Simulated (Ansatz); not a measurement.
**Cl₃HO₂Ti + HCl: a complex and its separated parts**

The complex below is one end of an elementary step. How strongly is it bound against its free parts?

Program: Ansatz 0.2.0, Gaussian basis. Level of theory: PBE0-D4/def2-TZVP structures, single points in def2-TZVPP, no counterpoise correction. These are calculated values, not measurements.

Levels: SPW92, PBE-D4, BLYP-D4, r2SCAN-D4, B97M-V, PBE0-D4, B3LYP-D4, r2SCAN0-D4, BHLYP-D4, CAM-B3LYP-D4, wB97X-V, wB97M-V, B2PLYP, PBE-QIDH, RPA on PBE, Hartree-Fock, MP2, CCSD, CCSD(T).

Cores are frozen in the correlated methods. B3LYP uses VWN-RPA correlation. B2PLYP carries no dispersion term here.

94 further runs of the same task are left out: 94 set aside as unsound or not needed.

### 1 Starting geometry

The complex: 9 atoms, charge 0, spin multiplicity 1.

Atoms are counted from 1 here; the program's logs count them from 0.

Bond lengths: Ti1–Cl3 2.171 Å, Ti1–Cl4 2.190 Å, Ti1–Cl5 2.173 Å, Ti1–O7 1.847 Å, Ti1–O8 2.132 Å, Cl2–H6 1.287 Å, O7–O8 1.433 Å, O8–H9 0.972 Å. Angles: Cl3–Ti1–Cl4 107.6°, Cl3–Ti1–Cl5 107.9°, Cl3–Ti1–O7 97.0°, Cl3–Ti1–O8 138.4°, Cl4–Ti1–Cl5 114.3°, Cl4–Ti1–O7 112.8°, Cl4–Ti1–O8 92.7°, Cl5–Ti1–O7 115.3°, Cl5–Ti1–O8 95.2°, O7–Ti1–O8 41.5°, Ti1–O7–O8 80.0°, Ti1–O8–O7 58.5°, Ti1–O8–H9 111.1°, O7–O8–H9 103.5°.

Geometry (Å):

```xyz
9

Ti   -0.9822    0.2514   -0.7267
Cl    3.4593   -1.0332    0.5931
Cl   -1.0912   -1.3720   -2.1646
Cl   -2.9756    0.4994    0.1461
Cl   -0.2345    2.0105   -1.7599
H     2.1821   -0.9133    0.4850
O     0.2120   -0.5528    0.4301
O    -0.0084    0.6840    1.1203
H    -0.5615    0.4261    1.8765
```

Its parts: Cl₃HO₂Ti holds atoms 1, 3, 4, 5, 7, 8, 9; HCl holds atoms 2, 6. Each part counts its atoms afresh in its own runs.

### 2 Relaxing Cl₃HO₂Ti alone

relax-a/in.yaml reads:

```yaml
crystal:
  periodic: [false, false, false]
  atoms:
    - {symbol: Ti, position_ang: [-0.982237, 0.251417, -0.726718]}
    - {symbol: Cl, position_ang: [-1.091172, -1.371976, -2.164559]}
    - {symbol: Cl, position_ang: [-2.975580, 0.499379, 0.146070]}
    - {symbol: Cl, position_ang: [-0.234538, 2.010487, -1.759885]}
    - {symbol: O, position_ang: [0.212020, -0.552752, 0.430104]}
    - {symbol: O, position_ang: [-0.008425, 0.684039, 1.120308]}
    - {symbol: H, position_ang: [-0.561546, 0.426060, 1.876522]}
basis:
  gaussian: {orbitals: def2-TZVP}
hamiltonian: {xc: pbe0, dispersion: d4}
relax: {f_tol: 0.005, max_steps: 200}
```

On the command line:

```sh
$ ansatz run in.yaml --threads 4 --pin off --events-out ev --progress --plain --max-ram 46080MiB --backend cuda --devices 0, --max-vram 37GiB
```

Standard output (excerpt; [...] marks lines left out):

```text
Functional definition: PBE0
  name "PBE0"
  cite "Adamo & Barone, J. Chem. Phys. 110, 6158 (1999) doi:10.1063/1.478522"
  cite "Perdew, Burke & Ernzerhof, Phys. Rev. Lett. 77, 3865 (1996) doi:10.1103/PhysRevLett.77.3865"
  parent pbe
[...]
1616 factors; their error is unknown
[...]
mean field -64778.86220558 eV, -2380.5792773653 hartree, gradient 3.5e-5 eV, S^2 0.000000; 0 other end points of the search recorded, 0 dependent functions left out
[...]
reference -64778.86224134 eV, -2380.5792786792 hartree; 45, 45 occupied and 179, 179 virtual orbitals, 1616 factors
[...]
Total energy: -64779.09922004 eV, -2380.5879874859 hartree
Atom 0 at    -0.973243     0.248350    -0.722421 Å, force     0.000597    -0.000837    -0.000969 eV/Å
Atom 1 at    -1.096927    -1.375027    -2.167506 Å, force    -0.000106     0.000732     0.000689 eV/Å
Atom 2 at    -2.969773     0.492227     0.161248 Å, force     0.000465    -0.000102    -0.000076 eV/Å
Atom 3 at    -0.225100     2.014756    -1.759579 Å, force    -0.000374    -0.000764     0.000519 eV/Å
Atom 4 at     0.210533    -0.549127     0.425522 Å, force    -0.001429     0.002793     0.000398 eV/Å
Atom 5 at    -0.009691     0.685789     1.119422 Å, force     0.001570    -0.001418    -0.000652 eV/Å
Atom 6 at    -0.577276     0.429686     1.865155 Å, force    -0.000723    -0.000404     0.000091 eV/Å
Dipole moment:    -0.028382     0.031694     0.507161 e Å
```

Wall time 9 s (1 × a share of an NVIDIA H100 with 4 threads of AMD EPYC 7R13, shared host); peak host memory 0.89 GiB.

Relaxation path:

```csv
step,energy from step 1 (eV),largest force component (eV/Å)
1,0.0000,0.3211
2,-0.0032,0.1216
3,-0.0039,0.0151
4,-0.0039,0.0051
5,-0.0039,0.0028
```

Close pairs (by a distance rule), those that changed most:

```csv
bond,before (Å),after (Å),change (Å)
Ti1–O5,1.847,1.832,-0.015
Ti1–O6,2.132,2.124,-0.008
Ti1–Cl4,2.173,2.181,+0.008
Ti1–Cl3,2.190,2.197,+0.007
Ti1–Cl2,2.171,2.177,+0.006
O6–H7,0.972,0.972,-0.000
O5–O6,1.433,1.434,+0.000
```

### 3 Relaxing HCl alone

relax-b/in.yaml reads:

```yaml
crystal:
  periodic: [false, false, false]
  atoms:
    - {symbol: Cl, position_ang: [3.459340, -1.033211, 0.593104]}
    - {symbol: H, position_ang: [2.182139, -0.913344, 0.484954]}
basis:
  gaussian: {orbitals: def2-TZVP}
hamiltonian: {xc: pbe0, dispersion: d4}
relax: {f_tol: 0.005, max_steps: 200}
```

On the command line:

```sh
$ ansatz run in.yaml --threads 4 --pin off --events-out ev --progress --plain --max-ram 46080MiB --backend cpu
```

Standard output (excerpt; [...] marks lines left out):

```text
[... 5 set-up lines as earlier in the session ...]
[...]
312 factors; their error is unknown
[...]
mean field -12535.31530147 eV, -460.6643405870 hartree, gradient 4.2e-5 eV, S^2 0.000000; 0 other end points of the search recorded, 0 dependent functions left out
[...]
reference -12535.31647375 eV, -460.6643836677 hartree; 9, 9 occupied and 34, 34 virtual orbitals, 312 factors
Total energy: -12535.32105162 eV, -460.6645519013 hartree
Atom 0 at     3.455102    -1.032813     0.592745 Å, force     0.001524    -0.000143     0.000129 eV/Å
Atom 1 at     2.186377    -0.913742     0.485313 Å, force    -0.001524     0.000143    -0.000129 eV/Å
Dipole moment:    -0.260531     0.024451    -0.022061 e Å
```

Wall time 0.61 s (4 threads of AMD EPYC 7R13, shared host).

Step by step:

```csv
step,energy from step 1 (eV),largest force component (eV/Å)
1,0.0000,0.2666
2,-0.0010,0.1088
3,-0.0012,0.0015
```

The bond:

```csv
bond,before (Å),after (Å),change (Å)
Cl1–H2,1.287,1.279,-0.009
```

### 4 SPW92/def2-TZVPP

parta/in.yaml reads:

```yaml
crystal:
  periodic: [false, false, false]
  atoms:
    - {symbol: Ti, position_ang: [-0.973243, 0.248350, -0.722421]}
    - {symbol: Cl, position_ang: [-1.096927, -1.375027, -2.167506]}
    - {symbol: Cl, position_ang: [-2.969773, 0.492227, 0.161248]}
    - {symbol: Cl, position_ang: [-0.225100, 2.014756, -1.759579]}
    - {symbol: O, position_ang: [0.210533, -0.549127, 0.425522]}
    - {symbol: O, position_ang: [-0.009691, 0.685789, 1.119422]}
    - {symbol: H, position_ang: [-0.577276, 0.429686, 1.865155]}
basis:
  gaussian: {orbitals: def2-TZVPP}
hamiltonian: {xc: lda}
```

partb/in.yaml reads:

```yaml
crystal:
  periodic: [false, false, false]
  atoms:
    - {symbol: Cl, position_ang: [3.455102, -1.032813, 0.592745]}
    - {symbol: H, position_ang: [2.186377, -0.913742, 0.485313]}
basis:
  gaussian: {orbitals: def2-TZVPP}
hamiltonian: {xc: lda}
```

One command serves all of them, each in its own folder.

On the command line:

```sh
$ ansatz run in.yaml --threads 4 --pin off --events-out ev --progress --plain --max-ram 46080MiB --backend cpu
```

Log of parta (excerpt; [...] marks lines left out):

```text
Functional definition: SPW92
  name "SPW92"
  cite "Dirac, Proc. Camb. Phil. Soc. 26, 376 (1930) doi:10.1017/S0305004100016108"
  cite "Slater, Phys. Rev. 81, 385 (1951) doi:10.1103/PhysRev.81.385"
  cite "Perdew & Wang, Phys. Rev. B 45, 13244 (1992) doi:10.1103/PhysRevB.45.13244"
[...]
1675 factors; their error is unknown
[...]
mean field -64596.68471426 eV, -2373.8843780435 hartree, gradient 3.6e-5 eV, S^2 0.000000; 0 other end points of the search recorded, 0 dependent functions left out
reference -64596.68476061 eV, -2373.8843797469 hartree; 45, 45 occupied and 221, 221 virtual orbitals, 1675 factors
Total energy: -64596.68476061 eV, -2373.8843797469 hartree
```

Log of partb (excerpt; [...] marks lines left out):

```text
[... 5 set-up lines as earlier in the session ...]
[...]
353 factors; their error is unknown
[...]
mean field -12498.56386492 eV, -459.3137502049 hartree, gradient 5.7e-5 eV, S^2 0.000000; 0 other end points of the search recorded, 0 dependent functions left out
reference -12498.56388433 eV, -459.3137509181 hartree; 9, 9 occupied and 47, 47 virtual orbitals, 353 factors
Total energy: -12498.56388433 eV, -459.3137509181 hartree
```

Times: 1.9 s (parta), 0.15 s (partb) on 4 threads of AMD EPYC 7R13, shared host.

### 5 PBE-D4/def2-TZVPP

The same edit goes into each in.yaml of step 4 (parta, partb):

```diff
-hamiltonian: {xc: lda}
+hamiltonian: {xc: pbe, dispersion: d4}
```

One command serves all of them, each in its own folder.

On the command line:

```sh
$ ansatz run in.yaml --threads 4 --pin off --events-out ev --progress --plain --max-ram 46080MiB --backend cpu
```

Output in parta (excerpt; [...] marks lines left out):

```text
Functional definition: PBE
  name "PBE"
[... 2 set-up lines as earlier in the session ...]
[...]
1675 factors; their error is unknown
[...]
mean field -64776.47378640 eV, -2380.4915045793 hartree, gradient 8.1e-5 eV, S^2 0.000000; 0 other end points of the search recorded, 0 dependent functions left out
reference -64776.47383588 eV, -2380.4915063975 hartree; 45, 45 occupied and 221, 221 virtual orbitals, 1675 factors
Total energy: -64776.74270935 eV, -2380.5013873155 hartree
```

partb printed (excerpt; [...] marks lines left out):

```text
[... 4 set-up lines as earlier in the session ...]
[...]
353 factors; their error is unknown
[...]
mean field -12534.30961947 eV, -460.6273824551 hartree, gradient 8.1e-5 eV, S^2 0.000000; 0 other end points of the search recorded, 0 dependent functions left out
reference -12534.30964037 eV, -460.6273832234 hartree; 9, 9 occupied and 47, 47 virtual orbitals, 353 factors
Total energy: -12534.31530149 eV, -460.6275912657 hartree
```

They took 2.7 s (parta), 0.15 s (partb) on 4 threads of AMD EPYC 7R13, shared host.

### 6 BLYP-D4/def2-TZVPP

The same edit goes into each in.yaml of step 5 (parta, partb):

```diff
-hamiltonian: {xc: pbe, dispersion: d4}
+hamiltonian: {xc: {name: BLYP}, dispersion: d4}
```

The same command starts each run, in its folder.

On the command line:

```sh
$ ansatz run in.yaml --threads 4 --pin off --events-out ev --progress --plain --max-ram 46080MiB --backend cpu
```

Log of parta (excerpt; [...] marks lines left out):

```text
Functional definition: BLYP
  name "BLYP"
  cite "Becke, Phys. Rev. A 38, 3098 (1988) doi:10.1103/PhysRevA.38.3098"
  cite "Lee, Yang & Parr, Phys. Rev. B 37, 785 (1988) doi:10.1103/PhysRevB.37.785"
[...]
1675 factors; their error is unknown
[...]
mean field -64801.96867421 eV, -2381.4284244253 hartree, gradient 3.4e-5 eV, S^2 0.000000; 0 other end points of the search recorded, 0 dependent functions left out
reference -64801.96905546 eV, -2381.4284384360 hartree; 45, 45 occupied and 221, 221 virtual orbitals, 1675 factors
Total energy: -64802.53466473 eV, -2381.4492241931 hartree
```

Output in partb (excerpt; [...] marks lines left out):

```text
[... 4 set-up lines as earlier in the session ...]
[...]
353 factors; their error is unknown
[...]
mean field -12539.38859502 eV, -460.8140313640 hartree, gradient 4.5e-5 eV, S^2 0.000000; 0 other end points of the search recorded, 0 dependent functions left out
reference -12539.38879933 eV, -460.8140388726 hartree; 9, 9 occupied and 47, 47 virtual orbitals, 353 factors
Total energy: -12539.40228837 eV, -460.8145345856 hartree
```

Wall times: 3 s (parta), 0.15 s (partb) on 4 threads of AMD EPYC 7R13, shared host.

### 7 r2SCAN-D4/def2-TZVPP

Each input of step 6 (parta, partb) changes in the same lines:

```diff
-hamiltonian: {xc: {name: BLYP}, dispersion: d4}
+hamiltonian: {xc: r2scan, dispersion: d4}
```

Each run has its own folder and the same command.

On the command line:

```sh
$ ansatz run in.yaml --threads 4 --pin off --events-out ev --progress --plain --max-ram 46080MiB --backend cpu
```

Log of parta (excerpt; [...] marks lines left out):

```text
Functional definition: r2SCAN
  name "r2SCAN"
  cite "Furness, Kaplan, Ning, Perdew & Sun, J. Phys. Chem. Lett. 11, 8208 (2020) doi:10.1021/acs.jpclett.0c02405"
  cite "Furness, Kaplan, Ning, Perdew & Sun, J. Phys. Chem. Lett. 11, 9248 (2020) doi:10.1021/acs.jpclett.0c03077"
  parent r2scan
[...]
1675 factors; their error is unknown
[...]
mean field -64796.66030473 eV, -2381.2333454449 hartree, gradient 6.4e-5 eV, S^2 0.000000; 0 other end points of the search recorded, 0 dependent functions left out
reference -64796.66031931 eV, -2381.2333459810 hartree; 45, 45 occupied and 221, 221 virtual orbitals, 1675 factors
Total energy: -64796.72413753 eV, -2381.2356912571 hartree
```

Log of partb (excerpt; [...] marks lines left out):

```text
[... 5 set-up lines as earlier in the session ...]
[...]
353 factors; their error is unknown
[...]
mean field -12538.62224982 eV, -460.7858686976 hartree, gradient 3.1e-5 eV, S^2 0.000000; 0 other end points of the search recorded, 0 dependent functions left out
reference -12538.62225515 eV, -460.7858688935 hartree; 9, 9 occupied and 47, 47 virtual orbitals, 353 factors
Total energy: -12538.62352109 eV, -460.7859154159 hartree
```

Times: 5.5 s (parta), 0.5 s (partb) on 4 threads of AMD EPYC 7R13, shared host.

### 8 B97M-V/def2-TZVPP

Each input of step 7 (parta, partb) changes in the same lines:

```diff
-hamiltonian: {xc: r2scan, dispersion: d4}
+hamiltonian: {xc: {name: B97M-V}}
```

Each run has its own folder and the same command.

On the command line:

```sh
$ ansatz run in.yaml --threads 4 --pin off --events-out ev --progress --plain --max-ram 46080MiB --backend cpu
```

Output in parta (excerpt; [...] marks lines left out):

```text
Functional definition: B97M-V
  name "B97M-V"
  cite "Mardirossian & Head-Gordon, J. Chem. Phys. 142, 074111 (2015) doi:10.1063/1.4907719"
  cite "Becke, J. Chem. Phys. 107, 8554 (1997) doi:10.1063/1.475007"
  cite "Vydrov & Van Voorhis, J. Chem. Phys. 133, 244103 (2010) doi:10.1063/1.3521275"
  # Of w^i u^j: cxij and so on, Table III.
[...]
  gx(w, u) = cx00 + cx01*u + cx02*u^2 + (cx10 + cx11*u)*w
[...]
  gos(w, u) = cos00 + cos01*u + cos03*u^3 + cos10*w + cos32*w^3*u^2
[...]
      + integral(e_c_pw_mod_opposite_spin*gos(b97_w_opposite, b97_u_opposite)) + vv10(b, c)
1675 factors; their error is unknown
[...]
mean field -64784.86340926 eV, -2380.7998175326 hartree, gradient 9.6e-6 eV, S^2 0.000000; 0 other end points of the search recorded, 0 dependent functions left out
reference -64784.86347970 eV, -2380.7998201214 hartree; 45, 45 occupied and 221, 221 virtual orbitals, 1675 factors
Total energy: -64784.86347970 eV, -2380.7998201214 hartree
```

partb printed (excerpt; [...] marks lines left out):

```text
[... 5 set-up lines as earlier in the session ...]
  # Of w^i u^j: cxij and so on, Table III.
[...]
  gx(w, u) = cx00 + cx01*u + cx02*u^2 + (cx10 + cx11*u)*w
[...]
  gos(w, u) = cos00 + cos01*u + cos03*u^3 + cos10*w + cos32*w^3*u^2
[...]
      + integral(e_c_pw_mod_opposite_spin*gos(b97_w_opposite, b97_u_opposite)) + vv10(b, c)
353 factors; their error is unknown
[...]
mean field -12536.22649044 eV, -460.6978261643 hartree, gradient 1.2e-5 eV, S^2 0.000000; 0 other end points of the search recorded, 0 dependent functions left out
reference -12536.22651857 eV, -460.6978271979 hartree; 9, 9 occupied and 47, 47 virtual orbitals, 353 factors
Total energy: -12536.22651857 eV, -460.6978271979 hartree
```

They took 10 s (parta), 0.51 s (partb) on 4 threads of AMD EPYC 7R13, shared host.

### 9 PBE0-D4/def2-TZVPP

The same edit goes into each in.yaml of step 8 (parta, partb):

```diff
-hamiltonian: {xc: {name: B97M-V}}
+hamiltonian: {xc: pbe0, dispersion: d4}
+output: {orbitals: {seedname: orbitals}}
```

One command serves all of them, each in its own folder.

On the command line:

```sh
$ ansatz run in.yaml --threads 4 --pin off --events-out ev --progress --plain --max-ram 46080MiB --backend cpu
```

Output in parta (excerpt; [...] marks lines left out):

```text
[... 5 set-up lines as earlier in the session ...]
[...]
1848 factors; their error is unknown
[...]
mean field -64779.01058597 eV, -2380.5847302441 hartree, gradient 6.1e-5 eV, S^2 0.000000; 0 other end points of the search recorded, 0 dependent functions left out
reference -64779.01062291 eV, -2380.5847316016 hartree; 45, 45 occupied and 221, 221 virtual orbitals, 1848 factors
Total energy: -64779.24358443 eV, -2380.5932927796 hartree
```

Output in partb (excerpt; [...] marks lines left out):

```text
[... 5 set-up lines as earlier in the session ...]
[...]
384 factors; their error is unknown
[...]
mean field -12535.34597684 eV, -460.6654678861 hartree, gradient 3.7e-5 eV, S^2 0.000000; 0 other end points of the search recorded, 0 dependent functions left out
reference -12535.34599248 eV, -460.6654684610 hartree; 9, 9 occupied and 47, 47 virtual orbitals, 384 factors
Total energy: -12535.35057035 eV, -460.6656366946 hartree
```

They took 5.5 s (parta), 0.2 s (partb) on 4 threads of AMD EPYC 7R13, shared host; peak memory 1.1 GiB.

### 10 B3LYP-D4/def2-TZVPP

The same edit goes into each in.yaml of step 9 (parta, partb):

```diff
-hamiltonian: {xc: pbe0, dispersion: d4}
-output: {orbitals: {seedname: orbitals}}
+hamiltonian: {xc: {name: B3LYP}, dispersion: d4}
```

The same command starts each run, in its folder.

On the command line:

```sh
$ ansatz run in.yaml --threads 4 --pin off --events-out ev --progress --plain --max-ram 46080MiB --backend cpu
```

Log of parta (excerpt; [...] marks lines left out):

```text
Functional definition: B3LYP
  name "B3LYP"
  cite "Stephens, Devlin, Chabalowski & Frisch, J. Phys. Chem. 98, 11623 (1994) doi:10.1021/j100096a001"
[... 2 set-up lines as earlier in the session ...]
  cite "Vosko, Wilk & Nusair, Can. J. Phys. 58, 1200 (1980) doi:10.1139/p80-159"
[...]
1798 factors; their error is unknown
[...]
mean field -64802.81909269 eV, -2381.4596767280 hartree, gradient 5.5e-5 eV, S^2 0.000000; 0 other end points of the search recorded, 0 dependent functions left out
reference -64802.81937838 eV, -2381.4596872269 hartree; 45, 45 occupied and 221, 221 virtual orbitals, 1798 factors
Total energy: -64803.25823195 eV, -2381.4758147979 hartree
```

Output in partb (excerpt; [...] marks lines left out):

```text
[... 6 set-up lines as earlier in the session ...]
[...]
372 factors; their error is unknown
[...]
mean field -12539.99363059 eV, -460.8362660112 hartree, gradient 4.5e-5 eV, S^2 0.000000; 0 other end points of the search recorded, 0 dependent functions left out
reference -12539.99378264 eV, -460.8362715990 hartree; 9, 9 occupied and 47, 47 virtual orbitals, 372 factors
Total energy: -12540.00296919 eV, -460.8366091983 hartree
```

Times: 4.7 s (parta), 0.2 s (partb) on 4 threads of AMD EPYC 7R13, shared host; peak memory 0.87 GiB.

### 11 r2SCAN0-D4/def2-TZVPP

The same edit goes into each in.yaml of step 10 (parta, partb):

```diff
-hamiltonian: {xc: {name: B3LYP}, dispersion: d4}
+hamiltonian: {xc: {name: r2SCAN0}, dispersion: d4}
```

Each run has its own folder and the same command.

On the command line:

```sh
$ ansatz run in.yaml --threads 4 --pin off --events-out ev --progress --plain --max-ram 46080MiB --backend cpu
```

Log of parta (excerpt; [...] marks lines left out):

```text
Functional definition: r2SCAN0
  name "r2SCAN0"
  cite "Bursch, Neugebauer, Ehlert & Grimme, J. Chem. Phys. 156, 134105 (2022) doi:10.1063/5.0086040"
[... 3 set-up lines as earlier in the session ...]
[...]
1848 factors; their error is unknown
[...]
mean field -64794.20147212 eV, -2381.1429850133 hartree, gradient 9.9e-6 eV, S^2 0.000000; 0 other end points of the search recorded, 0 dependent functions left out
reference -64794.20148383 eV, -2381.1429854435 hartree; 45, 45 occupied and 221, 221 virtual orbitals, 1848 factors
Total energy: -64794.27979166 eV, -2381.1458632032 hartree
```

partb printed (excerpt; [...] marks lines left out):

```text
[... 6 set-up lines as earlier in the session ...]
[...]
384 factors; their error is unknown
[...]
mean field -12538.53748061 eV, -460.7827534865 hartree, gradient 4.5e-6 eV, S^2 0.000000; 0 other end points of the search recorded, 0 dependent functions left out
reference -12538.53748486 eV, -460.7827536427 hartree; 9, 9 occupied and 47, 47 virtual orbitals, 384 factors
Total energy: -12538.53893837 eV, -460.7828070583 hartree
```

They took 7 s (parta), 0.36 s (partb) on 4 threads of AMD EPYC 7R13, shared host; peak memory 0.91 GiB.

### 12 BHLYP-D4/def2-TZVPP

Each input of step 11 (parta, partb) changes in the same lines:

```diff
-hamiltonian: {xc: {name: r2SCAN0}, dispersion: d4}
+hamiltonian: {xc: {name: BHLYP}, dispersion: d4}
```

One command serves all of them, each in its own folder.

On the command line:

```sh
$ ansatz run in.yaml --threads 4 --pin off --events-out ev --progress --plain --max-ram 46080MiB --backend cpu
```

Log of parta (excerpt; [...] marks lines left out):

```text
Functional definition: BHLYP
  name "BHLYP"
  cite "Becke, J. Chem. Phys. 98, 1372 (1993) doi:10.1063/1.464304"
[... 2 set-up lines as earlier in the session ...]
[...]
1999 factors; their error is unknown
[...]
mean field -64797.54327284 eV, -2381.2657939246 hartree, gradient 4.9e-5 eV, S^2 0.000000; 0 other end points of the search recorded, 0 dependent functions left out
reference -64797.54346595 eV, -2381.2658010213 hartree; 45, 45 occupied and 221, 221 virtual orbitals, 1999 factors
Total energy: -64797.92870623 eV, -2381.2799583402 hartree
```

partb printed (excerpt; [...] marks lines left out):

```text
[... 5 set-up lines as earlier in the session ...]
[...]
403 factors; their error is unknown
[...]
mean field -12539.47116496 eV, -460.8170657536 hartree, gradient 2.7e-5 eV, S^2 0.000000; 0 other end points of the search recorded, 0 dependent functions left out
reference -12539.47126846 eV, -460.8170695570 hartree; 9, 9 occupied and 47, 47 virtual orbitals, 403 factors
Total energy: -12539.47731482 eV, -460.8172917568 hartree
```

Times: 4.8 s (parta), 0.2 s (partb) on 4 threads of AMD EPYC 7R13, shared host; peak memory 0.91 GiB.

(Part 1 of 2 ends here.)
